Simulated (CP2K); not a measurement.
**RuAu under changes of volume**

One of the cells (15.849 Å³/atom); the others are scaled copies at fixed shape and fractional positions:

```
Ru Au
1.0
     3.16481    0.00000    0.00000
     0.00000    3.16481    0.00000
     0.00000    0.00000    3.16481
Ru Au
1 1
Direct
  0.00000 0.00000 0.00000
  0.50000 0.50000 0.50000
```

The cell was built by a generator and needn't be a form met in nature.

```yaml
Program: CP2K 2026.2
Functional: PBE
Potentials_or_basis: POTENTIAL_UZH Ru GTH-PBE-q16, Au GTH-PBE-q11; TZVP-MOLOPT-PBE-GTH basis
Density_cutoff: 6803 eV
k_mesh: 8 × 8 × 8
Occupations: fermi-dirac, width 0.05 eV
Spin: no spin polarisation
```

```tsv
volume (Å³/atom)	energy over the lowest point (meV/atom)	pressure (GPa)
14.898	83.32	21.9
15.215	46.40	15.7
15.532	21.06	10.2
15.849	?	?
16.166	0.00	1.0
16.483	2.03	-2.8
16.800	11.12	-6.2
```

What does the run at 15.849 Å³/atom give?

Energy over the lowest point 5.99 meV/atom; pressure 5.3 GPa.

Worked out: A Birch-Murnaghan fit of order 3 (a polynomial in V^(-2/3)) to the other rows has its minimum at 16.24 Å³/atom with B0 = V·E''(V) = 201 GPa and B' = 5.3. It gives 6.00 meV/atom at 15.849 Å³/atom, against the run's 5.99, and -dE/dV = 5.2 GPa, against 5.3.

Energies are extrapolated to zero smearing.

Caveats: with these potentials and basis sets, volumes of gold and of layered tellurides can stand 1.5 % and more from those of plane-wave programs; the basis of atomic orbitals isn't converged, which shifts pressures, moduli and gaps.
